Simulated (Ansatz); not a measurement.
# WC: further runs on the relaxed cell

One table from this session's results is given with a row withheld; the runs are named, their logs left out.

Program: Ansatz 0.2.0. Level of theory: DFT PBEsol, scalar-relativistic, plane waves, PAW. These are calculated values, not measurements.

1 further run of the same task is left out (set aside as unsound or not needed).

### The system as given

Symmetry: P-6m2, No. 187, hexagonal system. The conventional cell has a = 2.898 Å, b = 2.898 Å, c = 2.828 Å, α = 90.00°, β = 90.00°, γ = 120.00°. Around W (site symmetry -6m2) lie 6 C at 2.19 Å. C (site symmetry -6m2) has 6 W at 2.19 Å as nearest neighbours.

Coordinates:

```
W C
1.0
     2.89841    0.00000    0.00000
    -1.44921    2.51010    0.00000
     0.00000    0.00000    2.82778
W C
1 1
Direct
  0.00000 0.00000 0.00000
  0.66667 0.33333 0.50000
```

It is the result of an earlier relaxation at this level (volume 10.29 Å³/atom; gap on the mesh: none (metal)).

Set-up of the first run:

File input.yaml:

```yaml
crystal:
  lattice:
    - [2.8984102021, 0.0, 0.0]
    - [-1.4492051011, 2.5100968656, 0.0]
    - [0.0, 0.0, 2.8277797165]
  atoms:
    - { symbol: W, position: [0.0, 0.0, 0.0] }
    - { symbol: C, position: [0.6666666667, 0.3333333333, 0.5] }
basis:
  ecutwfc: 420
kpoints:
  mp_grid: { grid: [18, 18, 14] }
  band_path:
    path:
      - [[0.0, 0.0, 0.0], [0.5, 0.0, 0.0], [0.33333333, 0.33333333, 0.0], [0.0, 0.0, 0.0], [0.0, 0.0, 0.5], [0.5, 0.0, 0.5], [0.33333333, 0.33333333, 0.5], [0.0, 0.0, 0.5]]
      - [[0.5, 0.0, 0.5], [0.5, 0.0, 0.0]]
      - [[0.33333333, 0.33333333, 0.5], [0.33333333, 0.33333333, 0.0]]
    npoints: 14
hamiltonian:
  xc: pbesol
scf:
  occupations: { method: gaussian, width: 0.1 }
  n_extra_bands: 6
output:
  forces: true
  stress: true
  eigenvalues: true
  populations: true
  dos: { projected: true, de: 0.02, nscf_kmesh: { grid: [27, 27, 21] } }
  bader: true
  write_density: true
  write_potential: true
  elf: true
  volumetric_format: npy
```

Started as:

```bash
$ ansatz run input.yaml --threads 1 --pin off --max-ram 2560MiB --backend cpu --events-out ev --progress --plain --runs-dir out
```

Steps of the session up to this table: Static run: bands, density of states and charges; The cell scaled to 0.97 of its volume; The cell scaled to 1.03 of its volume; The cell scaled to 0.94 of its volume; Point at V/V0 = 1.06.

One of the session's tables, all rows but one given; the rest of the session is left out.

It belongs to the step «Fit of the equation of state». 

```
volume (Å³/atom)  energy above the lowest point (meV/atom)  pressure (GPa)
           9.669                                      52.2           28.62
           9.978                                      12.3           13.18
          10.286                                       0.0           -0.02
          10.595                                         ?               ?
          10.904                                      42.5          -20.91
```

Q: Estimate the row for volume (Å³/atom) = 10.595 from the others.

Worked estimate for «energy above the lowest point (meV/atom)». A straight line through the neighbours (10.286, 0.0) and (10.904, 42.5) gives 0.0 + (42.5 − 0.0) × (10.595 − 10.286) / (10.904 − 10.286) = 21.3; a parabola fitted to 3 rows on both sides gives 10.0.

**Answer.** energy above the lowest point (meV/atom): 11.2; pressure (GPa): -11.29. In «energy above the lowest point (meV/atom)» the line misses by +10.1 and the parabola by -1.2.
